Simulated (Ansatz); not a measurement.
# C2H10N2OSi: the cost of one run

Program: Ansatz 0.2.0. Level of theory: RHF/6-31G*. These are calculated values, not measurements.

### 1 The structure to begin with

Bond lengths (14 of 15 bonds, heavy atoms first): Si1–N3 1.820 Å, Si1–N6 1.819 Å, N6–C7 1.470 Å, N6–C11 1.470 Å, Si1–O15 1.679 Å, Si1–H2 1.460 Å, N3–H4 1.060 Å, N3–H5 1.060 Å, C7–H8 1.110 Å, C7–H9 1.110 Å, C7–H10 1.110 Å, C11–H12 1.110 Å, C11–H13 1.110 Å, C11–H14 1.110 Å. Angles (14 of 25 angles, heavy atoms first): N3–Si1–N6 109.5°, N3–Si1–O15 109.5°, N6–Si1–O15 109.5°, Si1–N6–C7 120.0°, Si1–N6–C11 120.0°, C7–N6–C11 120.0°, H2–Si1–N3 109.5°, H2–Si1–N6 109.5°, H2–Si1–O15 109.5°, Si1–N3–H4 120.0°, Si1–N3–H5 120.0°, N6–C7–H8 109.5°, N6–C7–H9 109.5°, N6–C7–H10 109.5°.

As a file:

```xyz
16

Si    0.0000    0.0000    0.0000
H     0.0000    0.0000    1.4600
N     1.7163    0.0000   -0.6061
H     2.2145   -0.9180   -0.7868
H     2.2175    0.9180   -0.7783
N    -0.8572    1.4851   -0.6061
C    -2.2719    1.4087   -0.9981
H    -2.8245    0.7784   -0.2704
H    -2.7088    2.4290   -1.0098
H    -2.3521    0.9607   -2.0106
C    -0.1354    2.7620   -0.7039
H    -0.2436    3.1711   -1.7300
H    -0.5567    3.4827    0.0276
H     0.9399    2.5975   -0.4831
O    -0.7913   -1.3709   -0.5594
H    -1.2459   -1.8365    0.2129
```

### 2 Preparing the start

Contents of input.yaml:

```yaml
crystal:
  periodic: [false, false, false]
  atoms:
    - { symbol: Si, position_ang: [0.0, 0.0, 0.0] }
    - { symbol: H, position_ang: [0.0, 0.0, 1.46] }
    - { symbol: "N", position_ang: [1.7163, 0.0, -0.6061] }
    - { symbol: H, position_ang: [2.2145, -0.918, -0.7868] }
    - { symbol: H, position_ang: [2.2175, 0.918, -0.7783] }
    - { symbol: "N", position_ang: [-0.8572, 1.4851, -0.6061] }
    - { symbol: C, position_ang: [-2.2719, 1.4087, -0.9981] }
    - { symbol: H, position_ang: [-2.8245, 0.7784, -0.2704] }
    - { symbol: H, position_ang: [-2.7088, 2.429, -1.0098] }
    - { symbol: H, position_ang: [-2.3521, 0.9607, -2.0106] }
    - { symbol: C, position_ang: [-0.1354, 2.762, -0.7039] }
    - { symbol: H, position_ang: [-0.2436, 3.1711, -1.73] }
    - { symbol: H, position_ang: [-0.5567, 3.4827, 0.0276] }
    - { symbol: H, position_ang: [0.9399, 2.5975, -0.4831] }
    - { symbol: O, position_ang: [-0.7913, -1.3709, -0.5594] }
    - { symbol: H, position_ang: [-1.2459, -1.8365, 0.2129] }
basis:
  gaussian: { orbitals: "6-31G*" }
hamiltonian:
  xc: hf
relax:
  f_tol: 0.02
  max_steps: 40
```

Run with:

```sh
ansatz run input.yaml --threads 2 --pin off --max-ram 3072MiB --backend cpu --events-out ev --progress --plain --runs-dir out
```

What time and memory should one allow on 2 threads of Arm Neoverse V2, shared host?

About 42 s, with a peak of 0.27 GiB.
